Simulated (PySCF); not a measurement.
# Cl3H2OSm (Sm(Cl)3(H2O)): the cost of one run

Method: several levels, as the steps say, no spin–orbit coupling; program: PySCF 2.14.0.

1 further run of the same task is left out (for a known fault of the program).

## 1. The system as given

7 atoms, charge 0, spin multiplicity 1.

Bond lengths: Sm1–Cl2 2.542 Å, Sm1–Cl3 2.534 Å, Sm1–Cl4 2.542 Å, Sm1–O5 2.430 Å, O5–H6 0.966 Å, O5–H7 0.966 Å. Angles: Cl2–Sm1–Cl3 117.9°, Cl2–Sm1–Cl4 120.7°, Cl2–Sm1–O5 93.0°, Cl3–Sm1–Cl4 117.9°, Cl3–Sm1–O5 102.9°, Cl4–Sm1–O5 93.0°, Sm1–O5–H6 125.5°, Sm1–O5–H7 125.5°, H6–O5–H7 107.3°.

Coordinates:

```xyz
7
Cl3H2OSm
Sm   -0.02376   -0.05702    0.05702
Cl    1.08993    1.91880    1.20460
Cl   -1.76115   -1.36142    1.36142
Cl    1.08993   -1.20460   -1.91880
O    -1.37445    1.37144   -1.37144
H    -1.59045    2.29699   -1.19611
H    -1.59045    1.19611   -2.29699
```

Formal oxidation states: Sm +3. Each metal's 5 4f electrons lie in its core potential, so multiplicities, spins and levels count the valence alone. An earlier session relaxed this geometry at PBE0, Sm lcecp-1-SVP with ECP51, Cl def2-SVP, O def2-SVP, H def2-SVP (singlet, point group Cs).

At PBE0 on the finer grid: E = -1491.020375 Eh, HOMO -8.40 eV, LUMO -1.47 eV, Mulliken charge on Sm1 +0.90 e, largest force component 0.007 eV/Å. 

Levels to run: revPBE; BLYP. Hardware: 2 threads of Arm Neoverse V1, shared host.

## 2. revPBE

run.py (the lines that set the calculation) reads:

```python
mol = gto.M(atom='''
Sm    -0.02376    -0.05702     0.05702
Cl     1.08993     1.91880     1.20460
Cl    -1.76115    -1.36142     1.36142
Cl     1.08993    -1.20460    -1.91880
O     -1.37445     1.37144    -1.37144
H     -1.59045     2.29699    -1.19611
H     -1.59045     1.19611    -2.29699''',
    basis={'Sm': 'lcecp-1-SVP', 'Cl': 'def2-SVP', 'O': 'def2-SVP', 'H': 'def2-SVP'},
    ecp={'Sm': 'lcecp-1-SVP'},
    charge=0, spin=0)
mf = dft.RKS(mol, xc='PBE_R,PBE')
mf.grids.atom_grid = (75, 302)  # f atoms: unpruned, at least (60, 302)
mf = mf.density_fit()  # fitting sets: Sm AutoAux, Cl def2-universal-JKFIT, O def2-universal-JKFIT, H def2-universal-JKFIT
mf.conv_tol = 1e-08; mf.max_cycle = 55
mf.kernel(dm0)  # dm0: the density of the relaxed state
```

Run with:

```sh
> OMP_NUM_THREADS=2 python run.py
```

**Question.** How long does this run take on 2 threads of Arm Neoverse V1, shared host?

About 10 s.
